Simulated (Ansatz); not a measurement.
# YbN (Pm-3m) in Ansatz: further runs, part 2 of 2

Ansatz 0.2.0.

## 3. Single point, LDA+U, collinear spin, ferromagnetic start

Contents of input.yaml:

```yaml
crystal:
  lattice:
    - [2.90966801, 0.0, 0.0]
    - [0.0, 2.90966801, 0.0]
    - [0.0, 0.0, 2.90966801]
  atoms:
    - { symbol: Yb, position: [0.0, 0.0, 0.0], spin: 1.0 }
    - { symbol: "N", position: [0.5, 0.5, 0.5] }
hamiltonian:
  xc: lda
  pseudopotentials: { kind: paw }
  hubbard: { sites: [{ species: Yb, l: f, u_eff: 5.0 }] }
magnetization:
  spin_polarized: true
kpoints:
  mp_grid: { grid: [6, 6, 6] }
scf:
  occupations: { method: gaussian, width: 0.05 }
output:
  forces: true
  stress: true
  eigenvalues: true
```

Potentials or basis: Ansatz PAW.

Command:

```
ansatz run input.yaml --threads 2 --pin off --max-ram 5632MiB --backend cpu --events-out ev --progress --plain --runs-dir out
```

Run time: 6.5 s. Hardware: 2 threads of Intel Xeon 6975P-C (Granite Rapids), shared host; peak memory 0.4 GiB.

Results (log left out):

```yaml
Free_energy: -13935.1595 eV
Pressure: -1.3 GPa
Band_gap_on_the_k_mesh: none (metal or under the smearing width)
Net_moment: -0.77 μB per cell
Absolute_moment: 0.79 μB per cell
Site_moments: Yb -0.44; N -0.31 μB
```

Levels at points of the mesh, in eV from the Fermi level:
Spin up:
| k point | band 11 | band 12 | band 13 | band 14 | band 15 | band 16 | band 17 | band 18 |
| --- | --- | --- | --- | --- | --- | --- | --- | --- |
| (0.00, 0.00, 0.00) | -2.48 | -0.24 | 0.69 | 0.69 | 0.78 | 0.78 | 0.78 | 5.21 |
| (0.00, 0.00, -0.50) | -2.13 | -2.13 | -0.74 | -0.74 | -0.30 | 2.07 | 8.00 | 9.78 |
| (0.00, -0.50, -0.50) | -2.08 | -1.28 | -1.28 | -0.95 | 1.50 | 1.72 | 5.04 | 6.28 |
| (-0.50, -0.50, -0.50) | -2.32 | -2.30 | -2.30 | -2.30 | -0.17 | 9.92 | 9.92 | 9.92 |
Spin down:
```tsv
k point	band 11	band 12	band 13	band 14	band 15	band 16	band 17	band 18	band 19	band 20
(0.00, 0.00, 0.00)	-2.74	-2.74	0.33	0.33	0.33	0.67	0.67	5.00	9.82	9.82
(0.00, 0.00, -0.50)	-2.68	-2.45	-2.45	-1.11	-1.11	2.06	7.74	9.56	9.56	10.57
(0.00, -0.50, -0.50)	-2.53	-2.41	-1.63	-1.63	0.68	1.69	4.88	6.20	6.20	13.07
(-0.50, -0.50, -0.50)	-2.64	-2.64	-2.56	-2.56	-2.56	9.60	9.60	9.60	12.22	12.22
```

Eigenvalues of the final occupation matrices:
```
  site  spin  trace                         eigenvalues
site 1     1   6.57  0.59 0.99 0.99 0.99 1.00 1.00 1.00
site 1     2   6.98  0.99 0.99 1.00 1.00 1.00 1.00 1.00
```

Caveat: the magnetic or orbital state may not be the lowest; the pressure holds a Pulay correction of +0.5 GPa for the finite cutoff; spin-orbit coupling is left out, which moves the levels of the heavy elements; the PAW data sets come from PBE, with cores solved anew for the run's functional, which leaves a small shift of forces and pressure.

## 4. Single point, PBEsol+U, collinear spin, random start

Contents of input.yaml:

```yaml
crystal:
  lattice:
    - [2.90966801, 0.0, 0.0]
    - [0.0, 2.90966801, 0.0]
    - [0.0, 0.0, 2.90966801]
  atoms:
    - { symbol: Yb, position: [0.0, 0.0, 0.0], spin: 1.16 }
    - { symbol: "N", position: [0.5, 0.5, 0.5] }
hamiltonian:
  xc: pbesol
  pseudopotentials: { kind: paw }
  hubbard: { sites: [{ species: Yb, l: f, u_eff: 6.0 }] }
magnetization:
  spin_polarized: true
kpoints:
  mp_grid: { grid: [6, 6, 6] }
scf:
  occupations: { method: gaussian, width: 0.05 }
output:
  forces: true
  stress: true
  eigenvalues: true
  write_density: true
  write_potential: true
  elf: true
  volumetric_format: npy
```

Command:

```
ansatz run input.yaml --threads 2 --pin off --max-ram 5632MiB --backend cpu --events-out ev --progress --plain --runs-dir out
```

It took 11 s on 2 threads of Intel Xeon 6975P-C (Granite Rapids), shared host; peak memory 0.42 GiB.

Results (log left out):

| Item | Value |
| --- | --- |
| Free energy | -14055.2990 eV |
| Pressure | 3.9 GPa |
| Band gap on the k mesh | none (metal or under the smearing width) |
| Net moment | -0.84 μB per cell |
| Absolute moment | 0.87 μB per cell |
| Site moments | Yb -0.51; N -0.32 μB |

Levels at points of the mesh, in eV from the Fermi level:
Spin up:
```tsv
k point	band 12	band 13	band 14	band 15	band 16	band 17
(0.00, 0.00, 0.00)	-0.16	0.56	0.56	0.70	0.70	0.70
(0.00, 0.00, -0.50)	-2.99	-0.77	-0.77	-0.22	1.95	7.96
(0.00, -0.50, -0.50)	-1.55	-1.55	-0.89	1.51	1.61	4.88
(-0.50, -0.50, -0.50)	-3.16	-3.16	-3.16	-0.10	9.89	9.89
```
Spin down:
```tsv
k point	band 13	band 14	band 15	band 16	band 17	band 18
(0.00, 0.00, 0.00)	0.22	0.22	0.22	0.58	0.58	4.87
(0.00, 0.00, -0.50)	-3.36	-1.16	-1.16	1.98	7.72	9.47
(0.00, -0.50, -0.50)	-1.93	-1.93	0.59	1.61	4.72	6.06
(-0.50, -0.50, -0.50)	-3.46	-3.46	-3.46	9.56	9.56	9.56
```

Eigenvalues of the final occupation matrices:
| site | spin | trace | eigenvalues |
| --- | --- | --- | --- |
| site 1 | 1 | 6.50 | 0.52 0.99 0.99 0.99 1.00 1.00 1.00 |
| site 1 | 2 | 6.98 | 1.00 1.00 1.00 1.00 1.00 1.00 1.00 |

Caveat: the magnetic or orbital state may not be the lowest; the pressure holds a Pulay correction of +0.4 GPa for the finite cutoff; spin-orbit coupling is left out, which moves the levels of the heavy elements; the PAW data sets come from PBE, with cores solved anew for the run's functional, which leaves a small shift of forces and pressure.

## 5. Single point, LDA+U, non-collinear spin, random start

Contents of input.yaml:

```yaml
crystal:
  lattice:
    - [2.90966801, 0.0, 0.0]
    - [0.0, 2.90966801, 0.0]
    - [0.0, 0.0, 2.90966801]
  atoms:
    - { symbol: Yb, position: [0.0, 0.0, 0.0], spin: 0.6, spin_axis: [0.429, -0.388, 0.16] }
    - { symbol: "N", position: [0.5, 0.5, 0.5] }
hamiltonian:
  xc: lda
  pseudopotentials: { kind: paw }
  hubbard: { sites: [{ species: Yb, l: f, u_eff: 5.0 }] }
magnetization:
  noncollinear: true
  spin_orbit: false
kpoints:
  mp_grid: { grid: [6, 6, 6] }
scf:
  occupations: { method: gaussian, width: 0.05 }
output:
  forces: true
  stress: true
  eigenvalues: true
```

Command:

```
ansatz run input.yaml --threads 2 --pin off --max-ram 5632MiB --backend cpu --events-out ev --progress --plain --runs-dir out
```

It took 14 s on 2 threads of Intel Xeon 6975P-C (Granite Rapids), shared host; peak memory 0.53 GiB.

It converged, with:

| Quantity | Value |
| --- | --- |
| Free energy | -13935.1595 eV |
| Pressure | -1.3 GPa |
| Band gap on the k mesh | none (metal or under the smearing width) |
| Net moment | 0.77 μB per cell |
| Absolute moment | 0.79 μB per cell |

Levels at points of the mesh, in eV from the Fermi level:
```tsv
k point	band 27	band 28	band 29	band 30	band 31	band 32
(0.00, 0.00, 0.00)	0.33	0.67	0.67	0.69	0.69	0.78
(0.00, 0.00, -0.50)	-1.11	-0.74	-0.74	-0.30	2.06	2.07
(0.00, -0.50, 0.00)	-1.11	-0.74	-0.74	-0.30	2.06	2.07
(0.00, -0.50, -0.50)	-1.28	-0.95	0.68	1.50	1.69	1.72
(-0.50, 0.00, 0.00)	-1.11	-0.74	-0.74	-0.30	2.06	2.07
(-0.50, 0.00, -0.50)	-1.28	-0.95	0.68	1.50	1.69	1.72
(-0.50, -0.50, 0.00)	-1.28	-0.95	0.68	1.50	1.69	1.72
(-0.50, -0.50, -0.50)	-2.30	-2.30	-2.30	-0.17	9.60	9.60
```

Moments on the atoms (μB; x, y, z):
```
Yb  -0.32  0.29 -0.12
N   -0.21  0.19 -0.08
```

Caveat: the magnetic or orbital state may not be the lowest; the pressure holds a Pulay correction of +0.5 GPa for the finite cutoff; spin-orbit coupling is left out, which moves the levels of the heavy elements; the PAW data sets come from PBE, with cores solved anew for the run's functional, which leaves a small shift of forces and pressure.

## 6. Single point, PBEsol+U, collinear spin, ferromagnetic start

Contents of input.yaml:

```yaml
crystal:
  lattice:
    - [2.90966801, 0.0, 0.0]
    - [0.0, 2.90966801, 0.0]
    - [0.0, 0.0, 2.90966801]
  atoms:
    - { symbol: Yb, position: [0.0, 0.0, 0.0], spin: 1.0 }
    - { symbol: "N", position: [0.5, 0.5, 0.5] }
hamiltonian:
  xc: pbesol
  pseudopotentials: { kind: paw }
  hubbard: { sites: [{ species: Yb, l: f, u_eff: 6.0 }] }
magnetization:
  spin_polarized: true
kpoints:
  mp_grid: { grid: [6, 6, 6] }
scf:
  occupations: { method: gaussian, width: 0.05 }
output:
  forces: true
  stress: true
  eigenvalues: true
```

Potentials or basis: Ansatz PAW.

Command:

```
ansatz run input.yaml --threads 2 --pin off --max-ram 5632MiB --backend cpu --events-out ev --progress --plain --runs-dir out
```

It took 11 s on 2 threads of Intel Xeon 6975P-C (Granite Rapids), shared host; peak memory 0.38 GiB.

Results (log left out):

```yaml
Free_energy: -14055.2990 eV
Pressure: 3.9 GPa
Band_gap_on_the_k_mesh: none (metal or under the smearing width)
Net_moment: -0.84 μB per cell
Absolute_moment: 0.87 μB per cell
Site_moments: Yb -0.51; N -0.32 μB
```

Levels at points of the mesh, in eV from the Fermi level:
Spin up:
```
              k point  band 11  band 12  band 13  band 14  band 15  band 16  band 17  band 18
   (0.00, 0.00, 0.00)    -3.27    -0.16     0.56     0.56     0.70     0.70     0.70     5.07
  (0.00, 0.00, -0.50)    -2.99    -2.99    -0.77    -0.77    -0.22     1.95     7.96     9.70
 (0.00, -0.50, -0.50)    -2.94    -1.55    -1.55    -0.89     1.51     1.61     4.88     6.15
(-0.50, -0.50, -0.50)    -3.21    -3.16    -3.16    -3.16    -0.10     9.89     9.89     9.89
```
Spin down:
| k point | band 13 | band 14 | band 15 | band 16 | band 17 | band 18 |
| --- | --- | --- | --- | --- | --- | --- |
| (0.00, 0.00, 0.00) | 0.22 | 0.22 | 0.22 | 0.58 | 0.58 | 4.87 |
| (0.00, 0.00, -0.50) | -3.36 | -1.16 | -1.16 | 1.98 | 7.72 | 9.47 |
| (0.00, -0.50, -0.50) | -1.93 | -1.93 | 0.59 | 1.61 | 4.72 | 6.06 |
| (-0.50, -0.50, -0.50) | -3.46 | -3.46 | -3.46 | 9.56 | 9.56 | 9.56 |

Eigenvalues of the final occupation matrices:
| site | spin | trace | eigenvalues |
| --- | --- | --- | --- |
| site 1 | 1 | 6.50 | 0.52 0.99 0.99 0.99 1.00 1.00 1.00 |
| site 1 | 2 | 6.98 | 1.00 1.00 1.00 1.00 1.00 1.00 1.00 |

Caveat: the magnetic or orbital state may not be the lowest; the pressure holds a Pulay correction of +0.4 GPa for the finite cutoff; spin-orbit coupling is left out, which moves the levels of the heavy elements; the PAW data sets come from PBE, with cores solved anew for the run's functional, which leaves a small shift of forces and pressure. The state reached can hang on the start; a lower one may exist.

## 7. Summary

```tsv
level	spin	U	gap on the mesh (eV)	pressure (GPa)	moment (μB)
LDA+U	non-collinear, random start	Yb f U = 2 eV	none	-2.9	0.53
LDA+U	collinear, ferromagnetic start	Yb f U = 5 eV	none	-1.3	0.77
PBEsol+U	collinear, random start	Yb f U = 6 eV	none	3.9	0.84
LDA+U	non-collinear, random start	Yb f U = 5 eV	none	-1.3	0.77
PBEsol+U	collinear, ferromagnetic start	Yb f U = 6 eV	none	3.9	0.84
```

Alike in all rows: task single point; potentials or basis Ansatz PAW; cell as given; k mesh 6 × 6 × 6; cutoff (eV) 420; smearing gaussian 0.05 eV.

Every run on the cell as given and a fine mesh finds a metal. The pressure there spans -2.9 GPa (LDA+U) to 3.9 GPa (PBEsol+U); a positive pressure means that this level wants a larger cell, a negative one a smaller.

Caveats: the magnetic or orbital state may not be the lowest; spin-orbit coupling is left out, which moves the levels of the heavy elements; the PAW data sets come from PBE, with cores solved anew for the run's functional, which leaves a small shift of forces and pressure.

Absolute energies hang on the potentials; compare differences alone.
